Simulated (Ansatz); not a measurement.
# Sn2PbS3: the cost of one run

Program: Ansatz 0.2.0. Level of theory: DFT PBE, scalar-relativistic, plane waves, PAW, unless a step names another level. These are calculated values, not measurements.

1 further run of the same task is left out (it didn't finish).

### Step 1. The starting structure

Symmetry: P1, No. 1, triclinic system. Conventional cell: a = 5.971 Å, b = 6.097 Å, c = 9.351 Å, α = 89.54°, β = 72.89°, γ = 89.91°. Around Sn (site symmetry 1) lie 3 S at 2.66 to 2.76 Å. Sn (site symmetry 1) has 3 S at 2.67 to 2.77 Å as nearest neighbours. Sn (site symmetry 1) is surrounded by 3 S at 2.64 to 2.81 Å. Sn (site symmetry 1) is surrounded by 3 S at 2.64 to 2.80 Å. Around Pb (site symmetry 1) lie 6 S at 2.89 to 3.22 Å. Pb (site symmetry 1) is surrounded by 6 S at 2.88 to 3.21 Å. S (site symmetry 1) is surrounded by 2 Sn at 2.64 to 2.72 Å and 1 Pb at 2.89 Å. S (site symmetry 1) is surrounded by 2 Sn at 2.64 to 2.72 Å and 1 Pb at 2.88 Å. Only part of the 12 independent sites is listed.

Coordinates:

```xyz
12
Lattice="5.9706 0.0016 0.0099 0.0084 6.0974 -0.0200 2.7365 0.1004 8.9407" Properties=species:S:1:pos:R:3 pbc="T T T"
Sn    5.6701    0.1731    6.0665
Sn    2.6865    3.0204    6.0354
Sn    2.8132    0.1708    3.1025
Sn    5.8003    2.9439    3.0834
Pb    5.9302    0.0660    0.0735
Pb    2.9485    2.9867    0.0455
S     6.0775    0.3227    2.9449
S     3.0916    2.7876    2.9105
S     5.7094    0.1916    8.8228
S     2.7234    3.0514    8.7834
S     2.9172    0.3687    5.9001
S     5.9001    2.8209    5.8756
```

It is the end of an earlier relaxation with the same method, from a generated guess; it needn't be the stable form of this composition. At a tolerance of 0.02 Å it has space group P1 (No. 1); it has 27.11 Å³/atom, an uncorrected energy of -0.46 eV/atom over the elements.

### Step 2. Electronic structure at the relaxed geometry

The input, input.yaml:

```yaml
crystal:
  lattice:
    - [5.9706252651, 0.0015735524, 0.0099443501]
    - [0.0084108558, 6.0974447022, -0.0200304259]
    - [2.7365152255, 0.1003686303, 8.9407371878]
  atoms:
    - { symbol: Sn, position: [0.6389648066, 0.0170675957, 0.6778552391] }
    - { symbol: Sn, position: [0.1394514406, 0.4841986987, 0.6759694936] }
    - { symbol: Sn, position: [0.3122296148, 0.0222267717, 0.346704269] }
    - { symbol: Sn, position: [0.8126659573, 0.4769273989, 0.3450316785] }
    - { symbol: Pb, position: [0.9899395331, 0.0104580979, 0.0071445145] }
    - { symbol: Pb, position: [0.4905658883, 0.4896049086, 0.0056379227] }
    - { symbol: S, position: [0.8672561088, 0.04729875, 0.3285223503] }
    - { symbol: S, position: [0.3676819682, 0.4517179766, 0.326132925] }
    - { symbol: S, position: [0.5041883974, 0.0150501787, 0.9862788993] }
    - { symbol: S, position: [0.004698578, 0.4842563023, 0.9834799773] }
    - { symbol: S, position: [0.1861148012, 0.0495566496, 0.6598203788] }
    - { symbol: S, position: [0.6862429054, 0.4516366713, 0.6574223521] }
basis:
  ecutwfc: 420
kpoints:
  mp_grid: { grid: [6, 6, 4] }
  band_path:
    path:
      - [[0.0, 0.0, 0.0], [0.0, 0.5, 0.0]]
      - [[0.5, 0.0, 0.0], [0.0, 0.0, 0.0], [0.0, 0.0, -0.5]]
      - [[-0.5, -0.5, -0.5], [0.0, 0.0, 0.0], [-0.5, 0.0, -0.5]]
      - [[0.0, -0.5, -0.5], [0.0, 0.0, 0.0], [-0.5, 0.5, 0.0]]
    npoints: 10
hamiltonian:
  xc: pbe
scf:
  occupations: { method: gaussian, width: 0.02 }
  n_extra_bands: 30
output:
  forces: true
  stress: true
  eigenvalues: true
  populations: true
  dos: { projected: true, de: 0.02, nscf_kmesh: { grid: [9, 9, 6] } }
  bader: false
```

Started as:

```bash
> ansatz run input.yaml --threads 4 --pin off --max-ram 8192MiB --backend cpu --events-out ev --progress --plain --runs-dir out
```

**Question.** How long does this run take on 4 threads of Arm Neoverse V2, shared host, and how much memory does it need?

About 7.3 min, with a peak of 4 GiB.
